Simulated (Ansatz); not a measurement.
# Ta4C3: a frozen normal mode

Aim: for Ta4C3, freeze in mode 8 at growing amplitude.

Program: Ansatz 0.2.0. Level of theory: DFT PBEsol, scalar-relativistic, plane waves, PAW. These are calculated values, not measurements.

1 further run of the same task is left out (set aside as unsound or not needed). Runs told in other sessions of the task aren't counted.

### 1 Starting point

The structure is trigonal, space group R3m (No. 160). The conventional cell has a = 3.103 Å, b = 3.103 Å, c = 30.494 Å, α = 90.00°, β = 90.00°, γ = 120.00°. Ta (site symmetry 3m) has 6 C at 2.24 to 2.25 Å in its first shell of neighbours. Around Ta (site symmetry 3m) lie 3 C at 2.14 Å. Around Ta (site symmetry 3m) lie 3 C at 2.17 Å. Ta (site symmetry 3m) has 6 C at 2.19 to 2.22 Å in its first shell of neighbours. C (site symmetry 3m) has 6 Ta at 2.17 to 2.19 Å in its first shell of neighbours. C (site symmetry 3m) is surrounded by 6 Ta at 2.14 to 2.24 Å. C (site symmetry 3m) is surrounded by 6 Ta at 2.22 to 2.25 Å.

Coordinates:

```cif
data_structure
_symmetry_space_group_name_H-M 'P 1'
_symmetry_Int_Tables_number 1
_cell_length_a 10.3212
_cell_length_b 10.3212
_cell_length_c 10.3212
_cell_angle_alpha 17.293
_cell_angle_beta 17.293
_cell_angle_gamma 17.293
_cell_volume 84.77
loop_
_atom_site_label
_atom_site_type_symbol
_atom_site_fract_x
_atom_site_fract_y
_atom_site_fract_z
_atom_site_occupancy
Ta1 Ta 0.37337 0.37337 0.37337 1
Ta2 Ta 0.62446 0.62446 0.62446 1
Ta3 Ta 0.20962 0.20962 0.20962 1
Ta4 Ta 0.79440 0.79440 0.79440 1
C1 C 0.50259 0.50259 0.50259 1
C2 C 0.99602 0.99602 0.99602 1
C3 C 0.08454 0.08454 0.08454 1
```

It goes back to an entry of the Materials Project, which need not be the stable form.

It is the result of an earlier relaxation at this level (volume 12.11 Å³/atom; gap on the mesh: none (metal)).

### 2 Zero of energy

Reference values: F = -39970.5518 eV; pressure -0.04 GPa; largest force 0.012 eV/Å; gap on the mesh none (metal). It was computed beforehand with the settings of the runs below.

### 3 Setting up a frozen normal mode

Mode 8 of the phonon run on this cell, counted from the lowest, is frozen in: each atom moves by x times its row below, so x is the largest displacement.

```
atom      ux      uy     uz
 Ta1  -0.687  -0.687  0.000
 Ta2   0.417   0.417  0.000
 Ta3  -0.429  -0.429  0.000
 Ta4   0.707   0.707  0.000
  C5   0.082   0.082  0.000
  C6  -0.154  -0.154  0.000
  C7  -0.051  -0.051  0.000
```

### 4 At x = -0.300 Å

File input.yaml:

```yaml
crystal:
  lattice:
    - [1.5516367285, 0.8958378829, 10.1645109918]
    - [-1.5516367285, 0.8958378829, 10.1645109918]
    - [0.0, -1.7916757658, 10.1645109918]
  atoms:
    - { symbol: Ta, position: [0.4780844512, 0.3453146447, 0.2967175227] }
    - { symbol: Ta, position: [0.5609193658, 0.6414876908, 0.6709777445] }
    - { symbol: Ta, position: [0.275026112, 0.1920920712, 0.1617361054] }
    - { symbol: Ta, position: [0.6865737071, 0.8232887194, 0.8733298869] }
    - { symbol: C, position: [0.4901048311, 0.5059398355, 0.5117358493] }
    - { symbol: C, position: [1.0195465375, 0.9897123749, 0.9787923135] }
    - { symbol: C, position: [0.0922660635, 0.0824699201, 0.0788842828] }
basis:
  ecutwfc: 420
kpoints:
  mp_grid: { grid: [12, 12, 12] }
hamiltonian:
  xc: pbesol
scf:
  occupations: { method: gaussian, width: 0.15 }
output:
  forces: true
  stress: true
  eigenvalues: true
```

The run is started by

```sh
ansatz run input.yaml --threads 2 --pin off --max-ram 5120MiB --backend cpu --events-out ev --progress --plain --runs-dir out
```

The program printed (excerpt; [...] marks lines left out):

```text
Warning: RAYON_NUM_THREADS=2 ignored (pool sized by the plan → 2); use --threads N
[...]
Pseudopotentials: kind: paw
Pseudopotential: Ta, paw, valence charge 13, recommended cutoff 420 eV (normal), Ta.paw.azcp
Pseudopotential: C, paw, valence charge 4, recommended cutoff 420 eV (normal), C.paw.azcp
Functional definition: PBEsol
[...]
Crystal: 7 atoms, lattice volume = 84.773 Å³
Basis set: ecut = 420 eV, 1641 PW (Γ), FFT grids on a1−a3, a2−a3, a3, exchange–correlation on 48×48×144 points (8 copies of the dense FFT grid, shifted against one another)
Bands: 39, of which v1, the nominal top of the filled ones, is band 32 counted from 1 (31 counted from 0)
Symmetry: 1 space group operations
Space group: P1 (ITA 1), of the structure as read, at distance tolerance 4.4e-5 Å
k-points: 868 of 1728 (time reversal used)
[...]
SCF iter   1: F=—  HF=-39969.120694 eV  |F-HF|=—  |Δ(HF+E_count)|=         —  Δρ=1.13e-2  dr2=8.63e-1  ethr=1.77e-3  ⟨swp⟩=5.4  Hψ=133593  notcnv=0
[...]
SCF iter   8: F=-39969.059934 eV  HF=-39969.059934 eV  |F-HF|=2.12e-8  |Δ(HF+E_count)|=   2.99e-8  Δρ=3.32e-6  dr2=2.43e-8  ethr=1.56e-10  ⟨swp⟩=10.3  Hψ=133842  notcnv=0
[...]
SCF converged after 8 iterations
Free energy (F): -39969.059934 eV
[...]
E sigma→0 (E₀):  -39969.047083 eV
Entropy (-TS):   -0.025702 eV (-3.672 meV/atom)
Fermi energy:    19.140574 eV
[...]
--- Forces (eV/Å), atoms counted from 1 ---
  atom   1  Ta    -2.77475683    -2.53659135     0.04911281
  atom   2  Ta     2.21634743     1.81224127    -1.49740909
  atom   3  Ta    -1.20447376    -1.63003404     1.37938768
  atom   4  Ta     2.82560599     2.83753502    -0.22845175
  atom   5  C      0.26916513    -0.01569927     0.06580287
  atom   6  C     -0.89014854    -0.33772378     0.47194925
  atom   7  C     -0.44174284    -0.12972875    -0.24036720
[...]
--- Stress (GPa, compression-positive) ---
        8.043780       4.165594      -4.939199
        4.165594       6.808166      -6.124324
       -4.939200      -6.124324      17.677109
  P = ⅓ Tr σ = 10.8430 GPa (108.430 kbar)
--- Band table (eV; the first three rows and the last of 868) ---
[...]
```

Run time: 52 s. Hardware: 2 threads of Intel Xeon 6975P-C (Granite Rapids), shared host; peak memory 2 GiB.

### 5 x = 0.225 Å

File input.yaml:

```yaml
crystal:
  lattice:
    - [1.5516367285, 0.8958378829, 10.1645109918]
    - [-1.5516367285, 0.8958378829, 10.1645109918]
    - [0.0, -1.7916757658, 10.1645109918]
  atoms:
    - { symbol: Ta, position: [0.2948380225, 0.3944153773, 0.4308632188] }
    - { symbol: Ta, position: [0.6721182763, 0.6116920326, 0.5895744923] }
    - { symbol: Ta, position: [0.1605620843, 0.222762615, 0.2455295893] }
    - { symbol: Ta, position: [0.8752652358, 0.7727289766, 0.735198101] }
    - { symbol: C, position: [0.5119600109, 0.5000837577, 0.4957367473] }
    - { symbol: C, position: [0.9783699786, 1.0007456006, 1.0089356467] }
    - { symbol: C, position: [0.0787456078, 0.0860927153, 0.0887819433] }
basis:
  ecutwfc: 420
kpoints:
  mp_grid: { grid: [12, 12, 12] }
hamiltonian:
  xc: pbesol
scf:
  occupations: { method: gaussian, width: 0.15 }
output:
  forces: true
  stress: true
  eigenvalues: true
```

The run is started by

```sh
ansatz run input.yaml --threads 2 --pin off --max-ram 5120MiB --backend cpu --events-out ev --progress --plain --runs-dir out
```

The program printed (excerpt; [...] marks lines left out):

```text
Warning: RAYON_NUM_THREADS=2 ignored (pool sized by the plan → 2); use --threads N
[...]
[... 4 set-up lines as earlier in the session ...]
[...]
Crystal: 7 atoms, lattice volume = 84.773 Å³
Basis set: ecut = 420 eV, 1641 PW (Γ), FFT grids on a1−a3, a2−a3, a3, exchange–correlation on 48×48×144 points (8 copies of the dense FFT grid, shifted against one another)
Bands: 39, of which v1, the nominal top of the filled ones, is band 32 counted from 1 (31 counted from 0)
[... 2 set-up lines as earlier in the session ...]
k-points: 868 of 1728 (time reversal used)
[...]
SCF iter   8: F=-39969.771012 eV  HF=-39969.771012 eV  |F-HF|=2.50e-8  |Δ(HF+E_count)|=   4.42e-8  Δρ=3.75e-6  dr2=2.93e-8  ethr=1.56e-10  ⟨swp⟩=10.6  Hψ=136664  notcnv=0
[...]
SCF converged after 8 iterations
Free energy (F): -39969.771012 eV
[...]
E sigma→0 (E₀):  -39969.760943 eV
Entropy (-TS):   -0.020139 eV (-2.877 meV/atom)
Fermi energy:    19.148411 eV
[...]
--- Forces (eV/Å), atoms counted from 1 ---
  atom   1  Ta     1.70277292     1.84464784     0.06215199
  atom   2  Ta    -0.97027501    -1.27426653    -0.67201324
  atom   3  Ta     1.37858807     1.16571226     0.83744733
  atom   4  Ta    -1.97982323    -1.95436061    -0.47755071
  atom   5  C      0.17268116     0.00224615     0.04436077
  atom   6  C     -0.17744587     0.17073154     0.19056845
  atom   7  C     -0.12649537     0.04529350     0.01506644
[...]
--- Stress (GPa, compression-positive) ---
        3.825224       2.122584       4.971703
        2.122584       3.929746       4.381764
        4.971703       4.381764       9.771584
  P = ⅓ Tr σ = 5.8422 GPa (58.422 kbar)
--- Band table (eV; the first three rows and the last of 868) ---
[...]
```

Wall time 52 s (2 threads of Intel Xeon 6975P-C (Granite Rapids), shared host); peak memory 2 GiB.

### 6 x = -0.150 Å

File input.yaml:

```yaml
crystal:
  lattice:
    - [1.5516367285, 0.8958378829, 10.1645109918]
    - [-1.5516367285, 0.8958378829, 10.1645109918]
    - [0.0, -1.7916757658, 10.1645109918]
  atoms:
    - { symbol: Ta, position: [0.4257283287, 0.3593434255, 0.3350448645] }
    - { symbol: Ta, position: [0.5926904831, 0.6329746456, 0.6477196725] }
    - { symbol: Ta, position: [0.2423221041, 0.2008550837, 0.1856771008] }
    - { symbol: Ta, position: [0.7404855725, 0.8088430786, 0.8338636624] }
    - { symbol: C, position: [0.4963491682, 0.5042666704, 0.5071646773] }
    - { symbol: C, position: [1.0077818064, 0.9928647251, 0.9874046944] }
    - { symbol: C, position: [0.0884030761, 0.0835050045, 0.0817121858] }
basis:
  ecutwfc: 420
kpoints:
  mp_grid: { grid: [12, 12, 12] }
hamiltonian:
  xc: pbesol
scf:
  occupations: { method: gaussian, width: 0.15 }
output:
  forces: true
  stress: true
  eigenvalues: true
  write_density: true
  write_potential: true
  elf: true
  volumetric_format: npy
```

The run is started by

```sh
ansatz run input.yaml --threads 2 --pin off --max-ram 5120MiB --backend cpu --events-out ev --progress --plain --runs-dir out
```

The program printed:

```text
Warning: RAYON_NUM_THREADS=2 ignored (pool sized by the plan → 2); use --threads N
basis.fft_grid_basis auto: the FFT boxes are laid along the combinations [[1, -1, 0], [0, 1, 0], [0, -1, 1]] of the cell's own vectors, 3.103, 10.321 and 3.103 Å long. The dense box has 24×72×24 points. Along the cell's own vectors, as sized, it would have 72×72×72, 9.00 times as many. basis.fft_grid_basis: typed keeps the cell's own vectors: state it where this run's energies or levels are differenced outside the engine with another run's, or held beside a run that keeps those vectors. Those combinations have planes normal to reciprocal vector 3, as the cell's own vectors have. Each planar average written beside output.write_density, output.write_potential has a row for each plane of the box: 24. The volumetric files lie along those combinations, not along the cell's own vectors: a cube or XSF file states them, and fields.json those of NumPy files.
Engine: ansatz 0.2.0, x86_64-unknown-linux-gnu
[... 4 set-up lines as earlier in the session ...]
  exchange = pbesol_x
  correlation = pbesol_c
Crystal: 7 atoms, lattice volume = 84.773 Å³
Basis set: ecut = 420 eV, 1641 PW (Γ), FFT grids on a1−a2, a2, −a2+a3, exchange–correlation on 48×144×48 points (8 copies of the dense FFT grid, shifted against one another)
Bands: 39, of which v1, the nominal top of the filled ones, is band 32 counted from 1 (31 counted from 0)
[... 2 set-up lines as earlier in the session ...]
k-points: 868 of 1728 (time reversal used)
Non-local potential: Ta, projectors of the file, l = 0: 3, l = 1: 2, l = 2: 2, l = 3: 1
Non-local potential: C, projectors of the file, l = 0: 2, l = 1: 2, l = 2: 1
PAW form: soft (Blöchl's): semilocal exchange-correlation on the pseudo side does not see the compensation charge
PAW frozen core: Ta, regenerated for the run's functional, and the local potential with it (the file was generated under x = pbe(κ = 0.804, μ = 0.2195149727645171), c = pbe(β = 0.06672455060314922))
PAW frozen core: C, regenerated for the run's functional, and the local potential with it (the file was generated under x = pbe(κ = 0.804, μ = 0.2195149727645171), c = pbe(β = 0.06672455060314922))
PAW one-centre angular grid: Ta, 590 points (default); XC on 64 Gauss nodes
PAW one-centre angular grid: C, 110 points (default); XC on 64 Gauss nodes
Initial density: superposition of atomic densities (neutral atoms: chi_scale 0, normalization atom), corrected by the library's trained network
Initial wavefunctions: pseudopotential atomic-orbital guess
Functional: x = pbesol(κ = 0.804, μ = 0.12345679012345678), c = pbesol(β = 0.046)
SCF iter   1: F=—  HF=-39970.283433 eV  |F-HF|=—  |Δ(HF+E_count)|=         —  Δρ=1.23e-2  dr2=1.08e0  ethr=1.77e-3  ⟨swp⟩=5.3  Hψ=132362  notcnv=0
preconditioner: auto → Kerker (q_TF=auto, 2.603 Å⁻¹)  [metal: Δε(μ)=0.002 eV  Ē_g=7.607 eV  σ=0.150 eV  W_gap=0.01  n_scr=32 (ndim 8)  ℏωp=22.8 eV  f_vac=0.000  D(μ)=1.75/eV (n_scr^D=6)]
SCF iter   2: F=—  HF=-39970.222537 eV  |F-HF|=—  |Δ(HF+E_count)|=   6.09e-2  Δρ=5.17e-3  dr2=2.24e-1  ethr=1.69e-3  ⟨swp⟩=1.0  Hψ=40796  notcnv=0  defer=1
SCF iter   3: F=—  HF=-39970.207375 eV  |F-HF|=—  |Δ(HF+E_count)|=   1.52e-2  Δρ=1.88e-3  dr2=1.75e-2  ethr=3.51e-4  ⟨swp⟩=1.2  Hψ=32625  notcnv=0  defer=1
SCF iter   4: F=—  HF=-39970.205258 eV  |F-HF|=—  |Δ(HF+E_count)|=   2.12e-3  Δρ=6.34e-4  dr2=8.76e-4  ethr=2.73e-5  ⟨swp⟩=1.9  Hψ=35602  notcnv=0  defer=1
SCF iter   5: F=—  HF=-39970.205099 eV  |F-HF|=—  |Δ(HF+E_count)|=   1.59e-4  Δρ=1.96e-4  dr2=4.17e-5  ethr=1.37e-6  ⟨swp⟩=2.0  Hψ=44967  notcnv=0  defer=1
SCF iter   6: F=—  HF=-39970.205091 eV  |F-HF|=—  |Δ(HF+E_count)|=   8.10e-6  Δρ=4.94e-5  dr2=4.45e-6  ethr=6.52e-8  ⟨swp⟩=2.0  Hψ=47835  notcnv=0  defer=16
SCF iter   7: F=—  HF=-39970.205091 eV  |F-HF|=—  |Δ(HF+E_count)|=   5.60e-7  Δρ=1.25e-5  dr2=3.22e-7  ethr=6.95e-9  ⟨swp⟩=2.0  Hψ=41595  notcnv=0  defer=16
SCF iter   8: F=-39970.205091 eV  HF=-39970.205091 eV  |F-HF|=3.47e-8  |Δ(HF+E_count)|=   4.58e-8  Δρ=4.07e-6  dr2=3.95e-8  ethr=1.56e-10  ⟨swp⟩=15.1  Hψ=236181  notcnv=0
SCF 1 converged in 8 iterations: F = -39970.205091 eV  dr2 = 3.95e-8
SCF converged after 8 iterations
Free energy (F): -39970.205091 eV
Harris-Foulkes:  -39970.205091 eV  (|F-HF|=3.47e-8)
Internal energy: -39970.184166 eV  (E = F + TS)
E sigma→0 (E₀):  -39970.194628 eV
Entropy (-TS):   -0.020925 eV (-2.989 meV/atom)
Fermi energy:    19.180215 eV
--- Per-component energies (eV) ---
  E_band       = -316.601491
  E_kinetic    = 1739.926385
  E_local      = -2364.538127  (includes V_loc(G=0)·N_el)
  E_nonlocal   = 149.710164
  E_hartree    = 820.980192
  E_xc         = -1016.807359
  E_vxc        = -1000.685025  (∫ρ·V_xc dr)
  E_paw        = -33377.110314  (= ΣΔE_a)
  E_vpaw       = -482.976768  (= ΣTr[D̂ρ^β])
  E_aug_tail   = 0.000575  (compensation charges beyond the density's cutoff)
  E_ewald      = -5923.263571
  E_core_change = 0.917887  (= ΣΔE_core)
  E_smearing   = -0.020925  (= −TS)
  E_closure    = 0.000000  (closes the sum)
  Σ components = -39970.205091   (vs F -39970.205091, Δ=0.00e0)
--- Forces (eV/Å), atoms counted from 1 ---
  atom   1  Ta    -1.23021295    -1.18332275     0.01543383
  atom   2  Ta     0.89084381     0.76525998    -0.35500201
  atom   3  Ta    -0.64973081    -0.75091038     0.38594248
  atom   4  Ta     1.23790325     1.24025180    -0.12610971
  atom   5  C      0.08790012     0.01027727    -0.00434394
  atom   6  C     -0.22610135    -0.06337420     0.10151510
  atom   7  C     -0.11060528    -0.01818430    -0.01739298
  max |Σ_I F_I| component: 4.28e-5 eV/Å
--- Stress (GPa, compression-positive) ---
        1.867715       0.975079      -2.410373
        0.975079       2.040125      -2.664279
       -2.410373      -2.664279       4.144275
  P = ⅓ Tr σ = 2.6840 GPa (26.840 kbar)
--- Band table (eV; the first three rows and the last of 868) ---
  k-point 0: bands = ["-49.1774", "-48.9609", "-48.7297", "-48.3956", "-16.0437", "-15.6953", "-15.5099", "-15.4994", "-15.3119", "-15.2926", "-15.2545", "-15.0439", "-15.0274", "-14.8391", "-14.7239", "-14.6958", "5.0527", "6.3395", "7.8426", "11.2098", "12.7490", "14.5600", "14.6979", "15.0966", "15.3376", "15.7193", "16.4971", "16.7360", "16.7558", "18.2778", "18.7258", "18.8117", "19.7121", "19.8636", "20.3072", "20.3747", "20.6183", "21.1630", "21.1764"]
  k-point 1: bands = ["-49.1747", "-48.9583", "-48.7273", "-48.3931", "-16.0286", "-15.6960", "-15.5490", "-15.5143", "-15.3565", "-15.2835", "-15.2647", "-15.0722", "-15.0489", "-14.8388", "-14.7442", "-14.7227", "5.2141", "6.4408", "7.8845", "11.3951", "12.7648", "14.4218", "14.7444", "14.9973", "15.1672", "15.7429", "16.3081", "16.4754", "16.7557", "18.1974", "18.6400", "18.9217", "19.2101", "19.6650", "20.2737", "20.4700", "20.9288", "21.1463", "21.3052"]
  k-point 2: bands = ["-49.1676", "-48.9512", "-48.7206", "-48.3864", "-15.9875", "-15.7240", "-15.6425", "-15.5425", "-15.4618", "-15.3039", "-15.2685", "-15.1703", "-15.0744", "-14.8676", "-14.8148", "-14.7522", "5.6653", "6.7081", "7.9587", "11.8857", "12.8636", "14.0031", "14.4457", "14.9085", "15.1642", "15.4357", "15.8410", "16.3023", "16.6538", "17.5745", "18.3947", "18.9216", "19.3820", "19.7505", "20.1767", "20.4614", "21.0014", "21.5690", "21.9261"]
  k-point 867: bands = ["-49.1774", "-48.9609", "-48.7297", "-48.3956", "-16.0219", "-15.7514", "-15.5079", "-15.4994", "-15.2968", "-15.2647", "-15.2457", "-15.0441", "-15.0274", "-14.8584", "-14.7238", "-14.6958", "5.1409", "6.1069", "8.0913", "10.9259", "13.0474", "14.5954", "14.6851", "15.0720", "15.2331", "15.3841", "16.5355", "16.8598", "17.5483", "17.6977", "18.6816", "18.7501", "19.4410", "19.8034", "20.3245", "20.4989", "20.7547", "21.0871", "21.5489"]
```

It took 85 s on 2 threads of Intel Xeon 6975P-C (Granite Rapids), shared host; peak memory 2 GiB.

Density in a lattice plane of the grid's cell (edges 3.10 and 3.10 Å, at 0.120 of the third edge), which holds Ta.

Values in e/Å³, 12 rows by 12 columns:
```
0.28 0.28 0.28 0.26 0.26 0.28 0.32 0.37 0.37 0.33 0.29 0.28
0.27 0.29 0.29 0.28 0.26 0.24 0.24 0.24 0.24 0.24 0.24 0.25
0.27 0.33 0.38 0.39 0.34 0.28 0.23 0.21 0.20 0.20 0.21 0.23
0.30 0.50 0.83 1.08 0.96 0.64 0.36 0.25 0.21 0.19 0.20 0.23
0.33 0.78 1.71 2.57 2.65 2.02 1.04 0.45 0.25 0.20 0.20 0.23
0.33 0.96 2.46 3.96 4.36 4.09 2.88 1.24 0.43 0.24 0.22 0.23
0.30 0.80 2.39 4.28 4.36 4.19 4.36 2.87 1.09 0.35 0.25 0.24
0.28 0.53 1.66 3.75 4.28 3.57 4.17 4.01 2.09 0.60 0.32 0.27
0.28 0.35 0.80 2.32 4.10 4.31 4.24 4.33 2.82 0.97 0.40 0.30
0.30 0.30 0.40 0.93 2.39 3.72 4.25 3.95 2.70 1.11 0.47 0.33
0.31 0.29 0.30 0.39 0.86 1.74 2.54 2.56 1.86 0.90 0.45 0.34
0.30 0.29 0.28 0.28 0.33 0.48 0.78 0.95 0.82 0.53 0.37 0.32
```
Columns run along the first of these edges and rows up along the second, over one cell in 12 and 12 even steps from the bottom left corner. Atoms in the plane (fractional): Ta at (0.43, 0.34).

ELF in the same plane.

Values, 12 rows by 12 columns:
```
0.26 0.24 0.23 0.22 0.22 0.20 0.19 0.20 0.19 0.17 0.20 0.24
0.24 0.20 0.17 0.18 0.21 0.26 0.29 0.28 0.27 0.26 0.28 0.28
0.20 0.15 0.14 0.13 0.14 0.19 0.28 0.37 0.41 0.40 0.36 0.29
0.17 0.21 0.31 0.37 0.35 0.26 0.20 0.26 0.38 0.44 0.39 0.27
0.17 0.34 0.57 0.67 0.67 0.61 0.44 0.24 0.24 0.36 0.37 0.25
0.17 0.41 0.69 0.72 0.65 0.71 0.74 0.49 0.21 0.23 0.33 0.26
0.17 0.33 0.67 0.69 0.36 0.30 0.60 0.69 0.40 0.16 0.26 0.27
0.22 0.22 0.53 0.72 0.38 0.08 0.25 0.66 0.59 0.22 0.19 0.27
0.26 0.17 0.29 0.66 0.64 0.34 0.27 0.60 0.67 0.33 0.16 0.24
0.27 0.21 0.16 0.33 0.62 0.69 0.64 0.70 0.67 0.37 0.16 0.21
0.26 0.25 0.19 0.15 0.30 0.55 0.69 0.70 0.59 0.31 0.16 0.20
0.26 0.26 0.24 0.19 0.15 0.20 0.36 0.43 0.35 0.20 0.16 0.21
```
Columns run along the first of these edges and rows up along the second, over one cell in 12 and 12 even steps from the bottom left corner. Atoms in the plane (fractional): Ta at (0.43, 0.34).

Both are smooth fields of the valence electrons: close to the nuclei they are not physical.

The highest ELF values outside the cores: 0.81 in the shell around C, 0.7 Å from C; 0.79 beside C, off the lines to its neighbours, 0.7 Å from C; 0.75 between the atoms, 1.8 Å from Ta.

### 7 The scan collected

Collected from the runs (energy zero: the undisturbed cell):

```csv
x (Å),ΔE (meV/cell),force along the mode (eV/Å),pressure (GPa)
-0.300,1491.9,10.786,10.8
-0.150,346.7,4.760,2.7
0.000,0.0,0.000,0.0
0.225,780.8,-7.225,5.8
```

### 8 Summary of results

```
                                          quantity     value
                   harmonic wavenumber of the mode  129 cm⁻¹
the same from the force at an amplitude of 0.150 Å  134 cm⁻¹
```

The force at the smallest amplitude gives 134 cm⁻¹ against 129 cm⁻¹ from the phonon run, so the curve is close to a parabola there. No sampled point lies below the undisturbed cell. The runs treat Ta without spin-orbit coupling.
